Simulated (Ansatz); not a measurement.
# FGeH₉Si₃: up Jacob's ladder to CCSD(T)

The task here is to estimate one member of a computed series from the others.

Computed with Ansatz 0.2.0, Gaussian basis. Level: functionals in def2-TZVPP, the program's frozen cores in correlated methods.

Levels to be run: LDA (SPW92), PBE-D4, revPBE-D4, BLYP-D4, r2SCAN-D4, B97M-V, PBE0-D4, B3LYP-D4, r2SCANh-D4, r2SCAN0-D4, HSE06-D4, BHLYP-D4, CAM-B3LYP-D4, LC-ωPBE, ωB97X-V, ωB97M-V, B2PLYP, PBE-QIDH; CCSD(T)/def2-SVP; MP2/def2-TZVPP; MP2/def2-QZVPP; RPA on PBE.

## Structure used throughout

All runs share one geometry, relaxed beforehand with PBE0-D4 in a triple-zeta def2 set.

SMILES `[F][Ge]([SiH3])([SiH3])[SiH3]`, 14 atoms, charge 0, spin multiplicity 1.

Atoms are counted from 1 here; the program's logs count them from 0.

Bond lengths: F1–Ge2 1.768 Å, Ge2–Si3 2.391 Å, Ge2–Si4 2.391 Å, Ge2–Si5 2.391 Å, Si3–H6 1.486 Å, Si3–H7 1.488 Å, Si3–H8 1.486 Å, Si4–H9 1.486 Å, Si4–H10 1.488 Å, Si4–H11 1.486 Å, Si5–H12 1.486 Å, Si5–H13 1.488 Å, Si5–H14 1.486 Å. Angles: F1–Ge2–Si3 105.6°, F1–Ge2–Si4 105.6°, F1–Ge2–Si5 105.6°, Si3–Ge2–Si4 113.1°, Si3–Ge2–Si5 113.1°, Si4–Ge2–Si5 113.0°, Ge2–Si3–H6 110.3°, Ge2–Si3–H7 108.0°, Ge2–Si3–H8 110.3°, H6–Si3–H7 109.3°, H6–Si3–H8 109.7°, H7–Si3–H8 109.3°, Ge2–Si4–H9 110.3°, Ge2–Si4–H10 108.0°, Ge2–Si4–H11 110.3°, H9–Si4–H10 109.3°, H9–Si4–H11 109.7°, H10–Si4–H11 109.3° and more.

Set-up of the first run:

Contents of in.yaml:

```yaml
crystal:
  periodic: [false, false, false]
  atoms:
    - {symbol: F, position_ang: [-2.097275, -0.884084, 0.248416]}
    - {symbol: Ge, position_ang: [-0.476950, -0.202766, 0.058289]}
    - {symbol: Si, position_ang: [0.338716, 0.141080, 2.279141]}
    - {symbol: Si, position_ang: [-0.776012, 1.835017, -1.155647]}
    - {symbol: Si, position_ang: [0.769803, -1.841559, -1.156481]}
    - {symbol: H, position_ang: [-0.542823, 1.087128, 3.010335]}
    - {symbol: H, position_ang: [1.706217, 0.719471, 2.182740]}
    - {symbol: H, position_ang: [0.403674, -1.150791, 3.009629]}
    - {symbol: H, position_ang: [-1.642898, 2.767736, -0.390583]}
    - {symbol: H, position_ang: [0.562333, 2.455874, -1.348634]}
    - {symbol: H, position_ang: [-1.384096, 1.559404, -2.482687]}
    - {symbol: H, position_ang: [0.839551, -3.110610, -0.387419]}
    - {symbol: H, position_ang: [2.146477, -1.314836, -1.359530]}
    - {symbol: H, position_ang: [0.140383, -2.090262, -2.478870]}
basis:
  gaussian: {orbitals: def2-TZVPP}
hamiltonian: {xc: lda}
output: {orbitals: {seedname: orbitals}}
```

The run is started by

```sh
ansatz run in.yaml --threads 4 --pin off --events-out ev --progress --plain --max-ram 11315MiB
```

Among the steps run: LDA; PBE-D4 (GGA); revPBE-D4 (GGA); BLYP-D4 (GGA); r2SCAN-D4 (meta-GGA); B97M-V (meta-GGA); PBE0-D4 (hybrid); B3LYP-D4 (hybrid); r2SCANh-D4 (hybrid); r2SCAN0-D4 (hybrid); HSE06-D4 (hybrid); BHLYP-D4 (hybrid); CAM-B3LYP-D4 (range-separated); LC-ωPBE (range-separated); ωB97X-V (range-separated); ωB97M-V (range-separated); B2PLYP (double hybrid); PBE-QIDH (double hybrid).

One table of the session follows, with a row left open; its other results are not shown here.

It belongs to the step «Frontier levels by functional». 

```
  functional  HOMO (eV)  gap (eV)
 LDA (SPW92)      -6.86      4.68
      PBE-D4      -6.76      4.79
   revPBE-D4      -6.72      4.84
     BLYP-D4      -6.61      4.81
   r2SCAN-D4      -7.03      5.22
      B97M-V      -7.20      5.27
     PBE0-D4          ?         ?
    B3LYP-D4      -7.66      6.35
  r2SCANh-D4      -7.43      5.92
  r2SCAN0-D4      -8.03      6.96
    HSE06-D4      -7.48      5.95
    BHLYP-D4      -8.84      8.63
CAM-B3LYP-D4      -9.07      9.01
     LC-ωPBE     -10.33     11.35
     ωB97X-V     -10.03     10.92
     ωB97M-V      -9.82     10.50
```

**Question.** Estimate the row for PBE0-D4.

**Answer.** HOMO (eV): -7.87; gap (eV): 6.71. In the column «HOMO (eV)» it lies between r2SCAN0-D4 (-8.03) and B3LYP-D4 (-7.66).
